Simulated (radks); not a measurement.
# Nuclear size and the levels of Cd

An exercise on one series of results from a longer session: the logs are not shown, and one member is left open.

Program: radks (a radial shooting solver on a logarithmic mesh, Libxc functionals) version 1. Level of theory: Dirac Kohn-Sham, exchange-only LDA, spin-unpolarised, spherical densities, finite nucleus. These are calculated values, not measurements, unless marked.

## The atom as given

* element: cadmium (Z = 48)
* charge: 0
* electrons: 48
* configuration: [Kr] 4d10 5s2
* nuclear rms radius: 4.6087 fm

Outer shells as boxes (Hund's rule):

Cd
```
[Kr] core
4d [↑↓][↑↓][↑↓][↑↓][↑↓]
5s [↑↓]
```

The first run:

Input:

```text
Z 48
configuration [Kr] 4d10 5s2 5p0 6s0
relativity Dirac
functional lda,
spin unpolarised
j_filling average
nucleus finite rms 4.6087 fm
c 137.035999084
```

Among the steps run: rms radius 4.6087 fm.

One table of the session follows, with a row left open; its other results are not shown here.

It belongs to the step «rms radius 4.6087 fm». From the orbitals of this run (lengths in bohr):

```
level     <r>  outermost maximum (interpolated)  90 % within  nodes
4s1/2       ?                                 ?            ?      ?
4p1/2  0.9388                             0.827         1.39      2
4p3/2  0.9706                             0.853         1.44      2
4d3/2   1.286                             0.975         2.06      1
4d5/2   1.308                             0.987         2.10      1
5s1/2   2.930                              2.34         4.48      4
5p1/2   4.732                              3.31         7.78      3
5p3/2   5.078                              3.52         8.40      3
```

Q: Estimate the row for 4s1/2 from the others.

As computed: <r>: 0.8788; outermost maximum (interpolated): 0.795; 90 % within: 1.28; nodes: 3. In the column «<r>» it is the lowest.
